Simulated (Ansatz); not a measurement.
# Ga: pressure against volume

How stiff is Ga, and at what volume does the pressure vanish? The cell is scaled evenly, atoms carried along, and solved with LAPW, PAW and all-electron datasets made for the crystal.

Program: Ansatz 0.2.0. Level of theory: DFT PBEsol, scalar-relativistic. These are calculated values, not measurements.

## Step 1: The system as given

It takes space group I4/mmm (No. 139, tetragonal). The conventional cell has a = 2.808 Å, b = 2.808 Å, c = 4.458 Å, α = 90.00°, β = 90.00°, γ = 90.00°. Ga (site symmetry 4/mmm) has 12 Ga at 2.81 to 2.99 Å as nearest neighbours.

Structure file:

```cif
data_structure
_symmetry_space_group_name_H-M 'I4/mmm'
_symmetry_Int_Tables_number 139
_cell_length_a 2.8080
_cell_length_b 2.8080
_cell_length_c 4.4580
_cell_angle_alpha 90.000
_cell_angle_beta 90.000
_cell_angle_gamma 90.000
_cell_volume 35.15
loop_
_atom_site_label
_atom_site_type_symbol
_atom_site_symmetry_multiplicity
_atom_site_Wyckoff_symbol
_atom_site_fract_x
_atom_site_fract_y
_atom_site_fract_z
_atom_site_occupancy
Ga1 Ga 2 a 0.00000 0.00000 0.00000 1
```

The file gives the conventional cell by its symmetry; the runs use the cell typed in the input.

## Step 2: Volume × 0.96, LAPW

Input file input.yaml:

```yaml
crystal:
  lattice:
    - [-1.3850247009, 1.3850247009, 2.1988746855]
    - [1.3850247009, -1.3850247009, 2.1988746855]
    - [1.3850247009, 1.3850247009, -2.1988746855]
  atoms:
    - { symbol: Ga, position: [0.0, 0.0, 0.0] }
kpoints:
  mp_grid: { grid: [16, 16, 16] }
  band_path:
    path:
      - [0.0, 0.0, 0.0]
      - [0.0, 0.0, 0.5]
      - [0.25, 0.25, 0.25]
      - [0.0, 0.5, 0.0]
      - [0.0, 0.0, 0.0]
      - [0.5, 0.5, -0.5]
      - [0.3491868475, 0.6508131525, -0.3491868475]
      - [-0.3491868475, 0.3491868475, 0.3491868475]
      - [0.0, 0.0, 0.0]
    npoints: 5
scf:
  occupations: { method: fermi_dirac, width: 0.03 }
hamiltonian:
  xc: pbesol
  pseudopotentials: { kind: all_electron, lapw: { basis_error: 0.001 } }
output:
  forces: true
  stress: true
  eigenvalues: true
```

On the command line:

```
> ansatz run input.yaml --threads 1 --pin off --max-ram 3072MiB --backend cpu --events-out ev --progress --plain --runs-dir out
```

## Step 3: Volume × 0.96, PAW

Input file input.yaml:

```yaml
crystal:
  lattice:
    - [-1.3850247009, 1.3850247009, 2.1988746855]
    - [1.3850247009, -1.3850247009, 2.1988746855]
    - [1.3850247009, 1.3850247009, -2.1988746855]
  atoms:
    - { symbol: Ga, position: [0.0, 0.0, 0.0] }
kpoints:
  mp_grid: { grid: [16, 16, 16] }
scf:
  occupations: { method: fermi_dirac, width: 0.03 }
hamiltonian:
  xc: pbesol
  pseudopotentials: { kind: paw }
output:
  forces: true
  stress: true
  eigenvalues: true
  efg: { contact_densities: true }
```

## Step 4: Volume × 0.96, crystal datasets

Changes to input.yaml since step 3:

```diff
@@ -13,3 +13,3 @@
   xc: pbesol
-  pseudopotentials: { kind: paw }
+  pseudopotentials: { kind: all_electron, datasets: crystal }
 output:
```

## Step 5: Volume × 0.99, LAPW

Input file input.yaml:

```yaml
crystal:
  lattice:
    - [-1.3993043128, 1.3993043128, 2.2215450948]
    - [1.3993043128, -1.3993043128, 2.2215450948]
    - [1.3993043128, 1.3993043128, -2.2215450948]
  atoms:
    - { symbol: Ga, position: [0.0, 0.0, 0.0] }
kpoints:
  mp_grid: { grid: [16, 16, 16] }
  band_path:
    path:
      - [0.0, 0.0, 0.0]
      - [0.0, 0.0, 0.5]
      - [0.25, 0.25, 0.25]
      - [0.0, 0.5, 0.0]
      - [0.0, 0.0, 0.0]
      - [0.5, 0.5, -0.5]
      - [0.3491868475, 0.6508131525, -0.3491868475]
      - [-0.3491868475, 0.3491868475, 0.3491868475]
      - [0.0, 0.0, 0.0]
    npoints: 5
scf:
  occupations: { method: fermi_dirac, width: 0.03 }
hamiltonian:
  xc: pbesol
  pseudopotentials: { kind: all_electron, lapw: { basis_error: 0.001 } }
output:
  forces: true
  stress: true
  eigenvalues: true
```

## Step 6: Volume × 0.99, PAW

Input file input.yaml:

```yaml
crystal:
  lattice:
    - [-1.3993043128, 1.3993043128, 2.2215450948]
    - [1.3993043128, -1.3993043128, 2.2215450948]
    - [1.3993043128, 1.3993043128, -2.2215450948]
  atoms:
    - { symbol: Ga, position: [0.0, 0.0, 0.0] }
kpoints:
  mp_grid: { grid: [16, 16, 16] }
scf:
  occupations: { method: fermi_dirac, width: 0.03 }
hamiltonian:
  xc: pbesol
  pseudopotentials: { kind: paw }
output:
  forces: true
  stress: true
  eigenvalues: true
  efg: { contact_densities: true }
```

## Step 7: Volume × 0.99, crystal datasets

Changes to input.yaml since step 6:

```diff
@@ -13,3 +13,3 @@
   xc: pbesol
-  pseudopotentials: { kind: paw }
+  pseudopotentials: { kind: all_electron, datasets: crystal }
 output:
```

## Step 8: Volume × 1.02, LAPW

Input file input.yaml:

```yaml
crystal:
  lattice:
    - [-1.4132982842, 1.4132982842, 2.2437620196]
    - [1.4132982842, -1.4132982842, 2.2437620196]
    - [1.4132982842, 1.4132982842, -2.2437620196]
  atoms:
    - { symbol: Ga, position: [0.0, 0.0, 0.0] }
kpoints:
  mp_grid: { grid: [16, 16, 16] }
  band_path:
    path:
      - [0.0, 0.0, 0.0]
      - [0.0, 0.0, 0.5]
      - [0.25, 0.25, 0.25]
      - [0.0, 0.5, 0.0]
      - [0.0, 0.0, 0.0]
      - [0.5, 0.5, -0.5]
      - [0.3491868475, 0.6508131525, -0.3491868475]
      - [-0.3491868475, 0.3491868475, 0.3491868475]
      - [0.0, 0.0, 0.0]
    npoints: 5
scf:
  occupations: { method: fermi_dirac, width: 0.03 }
hamiltonian:
  xc: pbesol
  pseudopotentials: { kind: all_electron, lapw: { basis_error: 0.001 } }
output:
  forces: true
  stress: true
  eigenvalues: true
```

## Step 9: Volume × 1.02, PAW

Input file input.yaml:

```yaml
crystal:
  lattice:
    - [-1.4132982842, 1.4132982842, 2.2437620196]
    - [1.4132982842, -1.4132982842, 2.2437620196]
    - [1.4132982842, 1.4132982842, -2.2437620196]
  atoms:
    - { symbol: Ga, position: [0.0, 0.0, 0.0] }
kpoints:
  mp_grid: { grid: [16, 16, 16] }
scf:
  occupations: { method: fermi_dirac, width: 0.03 }
hamiltonian:
  xc: pbesol
  pseudopotentials: { kind: paw }
output:
  forces: true
  stress: true
  eigenvalues: true
  efg: { contact_densities: true }
  write_density: true
  write_potential: true
  elf: true
  volumetric_format: npy
```

## Step 10: Volume × 1.02, crystal datasets

Changes to input.yaml since step 9:

```diff
@@ -13,3 +13,3 @@
   xc: pbesol
-  pseudopotentials: { kind: paw }
+  pseudopotentials: { kind: all_electron, datasets: crystal }
 output:
@@ -19,5 +19 @@
   efg: { contact_densities: true }
-  write_density: true
-  write_potential: true
-  elf: true
-  volumetric_format: npy
```

## Step 11: Volume × 1.06, LAPW

Input file input.yaml:

```yaml
crystal:
  lattice:
    - [-1.4315364027, 1.4315364027, 2.2727169812]
    - [1.4315364027, -1.4315364027, 2.2727169812]
    - [1.4315364027, 1.4315364027, -2.2727169812]
  atoms:
    - { symbol: Ga, position: [0.0, 0.0, 0.0] }
kpoints:
  mp_grid: { grid: [16, 16, 16] }
  band_path:
    path:
      - [0.0, 0.0, 0.0]
      - [0.0, 0.0, 0.5]
      - [0.25, 0.25, 0.25]
      - [0.0, 0.5, 0.0]
      - [0.0, 0.0, 0.0]
      - [0.5, 0.5, -0.5]
      - [0.3491868475, 0.6508131525, -0.3491868475]
      - [-0.3491868475, 0.3491868475, 0.3491868475]
      - [0.0, 0.0, 0.0]
    npoints: 5
scf:
  occupations: { method: fermi_dirac, width: 0.03 }
hamiltonian:
  xc: pbesol
  pseudopotentials: { kind: all_electron, lapw: { basis_error: 0.001 } }
output:
  forces: true
  stress: true
  eigenvalues: true
```

## Step 12: Volume × 1.06, PAW

Input file input.yaml:

```yaml
crystal:
  lattice:
    - [-1.4315364027, 1.4315364027, 2.2727169812]
    - [1.4315364027, -1.4315364027, 2.2727169812]
    - [1.4315364027, 1.4315364027, -2.2727169812]
  atoms:
    - { symbol: Ga, position: [0.0, 0.0, 0.0] }
kpoints:
  mp_grid: { grid: [16, 16, 16] }
scf:
  occupations: { method: fermi_dirac, width: 0.03 }
hamiltonian:
  xc: pbesol
  pseudopotentials: { kind: paw }
output:
  forces: true
  stress: true
  eigenvalues: true
  efg: { contact_densities: true }
```

## Step 13: Volume × 1.06, crystal datasets

Changes to input.yaml since step 12:

```diff
@@ -13,3 +13,3 @@
   xc: pbesol
-  pseudopotentials: { kind: paw }
+  pseudopotentials: { kind: all_electron, datasets: crystal }
 output:
```

(Steps that only read results are left out.)

Q: Predict the outcome of this session. Wanted: equilibrium volume; bulk modulus (for each run or level that gives them).

**Answer**, as computed:

```
                                  quantity           value
                 equilibrium volume (LAPW)  17.757 Å³/atom
                       bulk modulus (LAPW)          61 GPa
            its pressure derivative (LAPW)             4.1
                  equilibrium volume (PAW)  17.747 Å³/atom
                        bulk modulus (PAW)          61 GPa
             its pressure derivative (PAW)             4.1
     equilibrium volume (crystal datasets)  17.757 Å³/atom
           bulk modulus (crystal datasets)          61 GPa
its pressure derivative (crystal datasets)             4.1
```

What this shows: By LAPW, the pressure vanishes at 17.76 Å³/atom (+1.0 % from the starting cell) and the bulk modulus there is 61 GPa (Birch-Murnaghan, third order). Shape and positions are held, so a fully relaxed modulus can be lower. PAW's volume lies -0.06 % and its modulus less than 0.1 % from LAPW's. No thermal or zero-point expansion is included.
